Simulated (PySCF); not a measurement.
# GaAlSiH5ClO (SMILES [SiH3][O][Al]([Cl])[GaH2]) at 6 levels

We compute a comparison of 6 runs (HF/STO-3G, HF/def2-SVP, r2SCAN/6-31G, BP86/def2-SVP, TPSS/def2-SVP, wB97X/def2-SVPD) of GaAlSiH5ClO. The job is set up through a Python script.

The calculation is run with PySCF 2.14.0.

### Step 1. The molecule

The species is GaAlSiH5ClO (10 atoms), meant as a singlet with charge 0. As SMILES, `[SiH3][O][Al]([Cl])[GaH2]`. Geometry: relaxed at PBE0-D4/def2-TZVP. This is one conformer, not always the lowest.

Bond lengths: Si1–O2 1.630 Å, O2–Al3 1.681 Å, Al3–Cl4 2.107 Å, Al3–Ga5 2.498 Å, Si1–H6 1.487 Å, Si1–H7 1.487 Å, Si1–H8 1.486 Å, Ga5–H9 1.573 Å, Ga5–H10 1.573 Å. Some angles: Si1–O2–Al3 160.9°, O2–Al3–Cl4 117.2°, O2–Al3–Ga5 122.0°, Cl4–Al3–Ga5 120.8°, O2–Si1–H6 110.3°, O2–Si1–H7 110.4°, O2–Si1–H8 109.3°, Al3–Ga5–H9 121.5°, Al3–Ga5–H10 121.4°, H6–Si1–H7 109.0°.

### Step 2. Energy and forces at HF/STO-3G (run 1)

The input, job.py:

```python
import pyscf.grad
from pyscf import gto

mol = gto.M(
    atom='''
Si       1.142300      -1.528200       1.394400
O        0.335900      -0.522400       0.396400
Al      -0.606400       0.028300      -0.881500
Cl      -1.346400      -1.416800      -2.224800
Ga      -1.122600       2.452200      -1.198600
H        2.252700      -2.196000       0.665400
H        0.225500      -2.566100       1.935600
H        1.707700      -0.747000       2.525600
H       -2.400700       3.110500      -0.559100
H       -0.187800       3.385600      -2.053400
''',
    max_memory=1860,
    basis='sto-3g',
    verbose=4,
    spin=0,
    charge=0,
)

calc0 = mol.RHF()
calc0.conv_tol = 1e-10
calc0.kernel()
if not calc0.converged:
    calc0 = calc0.newton().run(calc0.mo_coeff, calc0.mo_occ)

energy = calc0.e_tot
print(f'total energy: {energy:.8f} hartree')
grad = calc0.Gradients().kernel()
calc0.analyze()
```

Command:

```console
OMP_NUM_THREADS=1 python job.py
```

The log of the run:

```text
PySCF version 2.14.0

[... 126 lines left out ...]
Two-electron Coulomb Energy =         1845.736923330933450
[... 9 lines left out ...]
MO #7   energy= -41.8204928671382  occ= 2
[... 7 lines left out ...]
MO #15  energy= -5.71859536267105  occ= 2
[... 7 lines left out ...]
MO #23  energy= -3.02377183090239  occ= 2
[... 7 lines left out ...]
MO #31  energy= -0.457669079449426 occ= 2
[... 7 lines left out ...]
MO #39  energy= -0.290937110228367 occ= 2
[... 7 lines left out ...]
MO #47  energy= 0.300326346568493  occ= 0
[... 7 lines left out ...]
MO #55  energy= 0.760011508850494  occ= 0
[... 68 lines left out ...]
Dipole moment(X, Y, Z, Debye):  1.12256,  1.63431,  1.93955
```

Wall time 5.4 s (1 thread of Intel Xeon at 2.70GHz, shared host); peak memory 0.13 GiB.

### Step 3. Energy and forces at HF/def2-SVP (run 2)

The input, run.py:

```python
from pyscf import gto

mol = gto.Mole()
mol.atom = '''
Si     2.158634    -2.887879     2.635034
O      0.634759    -0.987193     0.749087
Al    -1.145930     0.053479    -1.665794
Cl    -2.544327    -2.677364    -4.204263
Ga    -2.121407     4.633986    -2.265026
H      4.256986    -4.149839     1.257424
H      0.426133    -4.849226     3.657754
H      3.227085    -1.411625     4.772692
H     -4.536666     5.877993    -1.056546
H     -0.354891     6.397857    -3.880364
'''
mol.basis = 'def2-svp'
mol.max_memory = 1860
mol.spin = 0
mol.verbose = 3
mol.unit = 'bohr'
mol.build()

calc0 = mol.RHF()
calc0.conv_tol = 1e-10
calc0.kernel()
if not calc0.converged:
    calc0 = calc0.newton().run(calc0.mo_coeff, calc0.mo_occ)

e_tot = calc0.e_tot
print('Final energy', e_tot)
grad = calc0.nuc_grad_method().kernel()
calc0.analyze()
```

Command:

```console
OMP_NUM_THREADS=1 python run.py
```

The log of the run:

```text
converged SCF energy = -2990.92146475715
[... 14 lines left out ...]
MO #5   energy= -48.1645476742085  occ= 2
[... 14 lines left out ...]
MO #20  energy= -4.25963441282706  occ= 2
[... 14 lines left out ...]
MO #35  energy= -0.59166809685805  occ= 2
[... 14 lines left out ...]
MO #50  energy= 0.198687388026183  occ= 0
[... 14 lines left out ...]
MO #65  energy= 0.487392949632497  occ= 0
[... 14 lines left out ...]
MO #80  energy= 0.7917250708938    occ= 0
[... 14 lines left out ...]
MO #95  energy= 1.32923720301948   occ= 0
[... 14 lines left out ...]
MO #110 energy= 2.0628122291428    occ= 0
[... 14 lines left out ...]
MO #125 energy= 3.57691610205134   occ= 0
[... 11 lines left out ...]
Dipole moment(X, Y, Z, Debye):  0.33125,  0.95160,  0.66265
```

Wall time 29 s (1 thread of Intel Xeon at 2.70GHz, shared host); peak memory 0.35 GiB.

### Step 4. Energy and forces at r2SCAN/6-31G (run 3)

The input, job.py:

```python
from pyscf import gto, dft

system = gto.M(
    atom='''
Si       1.142300      -1.528200       1.394400
O        0.335900      -0.522400       0.396400
Al      -0.606400       0.028300      -0.881500
Cl      -1.346400      -1.416800      -2.224800
Ga      -1.122600       2.452200      -1.198600
H        2.252700      -2.196000       0.665400
H        0.225500      -2.566100       1.935600
H        1.707700      -0.747000       2.525600
H       -2.400700       3.110500      -0.559100
H       -0.187800       3.385600      -2.053400
''',
    max_memory=1860,
    basis='6-31g',
    charge=0,
    verbose=3,
)

ks = dft.RKS(system)
ks.xc = 'r2scan'
ks.conv_tol = 1e-10
ks.grids.level = 5
ks.kernel()
if not ks.converged:
    ks = ks.newton().run(ks.mo_coeff, ks.mo_occ)

energy = ks.e_tot
print('Final energy', energy)
grad = ks.nuc_grad_method().kernel()
dip = ks.dip_moment()
pop, q = ks.mulliken_pop()
```

Command:

```console
OMP_NUM_THREADS=1 python job.py
```

The log of the run:

```text
converged SCF energy = -2994.70382790849
Final energy -2994.7038279084895
[... 8 lines left out ...]
Dipole moment(X, Y, Z, Debye):  0.70425,  1.41608,  1.28361
[... 96 lines left out ...]
charge of    9H =     -0.06633
```

Run time: 80 s. Hardware: 1 thread of Intel Xeon at 2.70GHz, shared host; peak memory 0.84 GiB.

Runs 4 to 5 aren't shown in full; the table further down has their settings and results.

### Step 5. Energy and gradient at wB97X/def2-SVPD (run 6)

The input, job.py:

```python
import pyscf.grad
from pyscf import gto, dft

molecule = gto.Mole()
molecule.atom = '''
Si       1.142300      -1.528200       1.394400
O        0.335900      -0.522400       0.396400
Al      -0.606400       0.028300      -0.881500
Cl      -1.346400      -1.416800      -2.224800
Ga      -1.122600       2.452200      -1.198600
H        2.252700      -2.196000       0.665400
H        0.225500      -2.566100       1.935600
H        1.707700      -0.747000       2.525600
H       -2.400700       3.110500      -0.559100
H       -0.187800       3.385600      -2.053400
'''
molecule.max_memory = 1860
molecule.spin = 0
molecule.basis = 'def2-svpd'
molecule.verbose = 4
molecule.build()

myscf = dft.RKS(molecule, xc='wb97x')
myscf.conv_tol = 1e-10
myscf.grids.level = 5
myscf.kernel()
if not myscf.converged:
    myscf = myscf.newton().run(myscf.mo_coeff, myscf.mo_occ)

e_tot = myscf.e_tot
print('Final energy', e_tot)
grad = myscf.Gradients().kernel()
dip = myscf.dip_moment()
pop, q = myscf.mulliken_pop()
```

Command:

```console
OMP_NUM_THREADS=1 python job.py
```

The log of the run:

```text
PySCF version 2.14.0

[... 81 lines left out ...]
converged SCF energy = -2994.77119965731
Final energy -2994.771199657309
[... 12 lines left out ...]
Dipole moment(X, Y, Z, Debye):  0.31003,  1.12511,  0.65759
[... 187 lines left out ...]
charge of    9H =      0.02232
```

It took 4.9 min on 1 thread of Intel Xeon at 2.70GHz, shared host; peak memory 2.4 GiB.

### Step 6. Overview of the runs

| run | level | integration grid | energy (Eh) | dipole moment (D) | HOMO energy (eV) | LUMO energy (eV) | wall time |
| --- | --- | --- | --- | --- | --- | --- | --- |
| 1 | HF/STO-3G | – | -2956.982471 | 2.77 | -6.22 | 4.17 | 5.4 s |
| 2 | HF/def2-SVP | – | -2990.921465 | 1.21 | -9.96 | 0.49 | 29 s |
| 3 | r2SCAN/6-31G | 5 | -2994.703828 | 2.04 | -6.85 | -2.94 | 80 s |
| 4 | BP86/def2-SVP | 5 | -2995.081650 | 1.03 | -6.57 | -3.21 | 78 s |
| 5 | TPSS/def2-SVP | 5 | -2994.811768 | 1.06 | -6.61 | -2.97 | 2.1 min |
| 6 | wB97X/def2-SVPD | 5 | -2994.771200 | 1.34 | -9.84 | -0.52 | 4.9 min |

### Step 7. Summary of results

| quantity | value |
| --- | --- |
| run 6: total energy | -2994.77120 Eh |
| run 6: dipole moment | 1.34 D |
| run 6: HOMO energy | -9.84 eV |
| run 6: LUMO energy | -0.52 eV |
| run 6: HOMO–LUMO gap | 9.32 eV |
| run 6: largest force on an atom | 1.032 eV/Å |

In words: The dipole moment (its size) runs from 1.03 D (BP86/def2-SVP) to 2.77 D (HF/STO-3G). The two ends differ in method and basis. The HOMO–LUMO gap runs from 3.36 eV (BP86/def2-SVP) to 10.45 eV (HF/def2-SVP). Exact exchange widens orbital gaps. Totals of different functionals can't be ranked against each other. In run 1 the basis is minimal, so the values are rough. All runs together took 10 min, the longest 4.9 min.
